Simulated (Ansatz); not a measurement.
# EuAgSeF: the cost of one run

Program: Ansatz 0.2.0. Level of theory: DFT LDA, PAW, plane waves, scalar-relativistic. These are calculated values, not measurements.

### Step 1. The system as given

Symmetry: P4/nmm, No. 129, tetragonal system. Conventional cell: a = 4.154 Å, b = 4.154 Å, c = 9.218 Å, α = 90.00°, β = 90.00°, γ = 90.00°. Eu (site symmetry 4mm) is surrounded by 4 F at 2.51 Å. Ag (site symmetry -4m2) is surrounded by 4 Se at 2.76 Å and 4 Ag at 2.94 Å. Around Se (site symmetry 4mm) lie 4 Ag at 2.76 Å. Around F (site symmetry -4m2) lie 4 Eu at 2.51 Å.

Structure file:

```xyz
8
Lattice="4.1543 0.0000 0.0000 0.0000 4.1543 0.0000 0.0000 0.0000 9.2183" Properties=species:S:1:pos:R:3 pbc="T T T"
Eu    2.0771    0.0000    3.2041
Eu    0.0000    2.0771    6.0142
Ag    0.0000    0.0000    0.0000
Ag    2.0771    2.0771    0.0000
Se    0.0000    2.0771    1.8142
Se    2.0771    0.0000    7.4041
F     0.0000    0.0000    4.6091
F     2.0771    2.0771    4.6091
```

Labels such as F8 number the atoms in the order of the input file.

Planned first: parallel moments, plain SCF; opposed moments +-, plain SCF; no spin polarisation; spin on, no moments given (the program may seed its own), plain SCF. What is tried next depends on their ends.

“Plain SCF” means no search for lower states. 

The total moment includes the space between the atomic spheres.

### Step 2. Parallel moments, plain SCF

Contents of input.yaml:

```yaml
crystal:
  lattice:
    - [4.15427, 0.0, 0.0]
    - [0.0, 4.15427, 0.0]
    - [0.0, 0.0, 9.2183]
  atoms:
    - { symbol: Eu, position: [0.5, 0.0, 0.34758], spin: 7.0 }
    - { symbol: Eu, position: [0.0, 0.5, 0.65242], spin: 7.0 }
    - { symbol: Ag, position: [0.0, 0.0, 0.0] }
    - { symbol: Ag, position: [0.5, 0.5, 0.0] }
    - { symbol: Se, position: [0.0, 0.5, 0.1968] }
    - { symbol: Se, position: [0.5, 0.0, 0.8032] }
    - { symbol: F, position: [0.0, 0.0, 0.5] }
    - { symbol: F, position: [0.5, 0.5, 0.5] }
magnetization:
  spin_polarized: true
hamiltonian:
  xc: lda
  pseudopotentials: { kind: paw }
basis:
  ecutwfc: 420
kpoints:
  mp_grid: { grid: [5, 5, 3] }
scf:
  occupations: { method: fermi_dirac, width: 0.02 }
  lower_state_search: "off"
output:
  forces: true
  stress: true
```

The run is started by

```bash
ansatz run input.yaml --threads 2 --pin off --max-ram 5120MiB --backend cpu --events-out ev --progress --plain --runs-dir out
```

Q: Estimate wall time and peak memory on 2 threads of Intel Xeon Platinum 8375C at 2.90GHz (Ice Lake), shared host.

About 18 s, with a peak of 0.69 GiB.
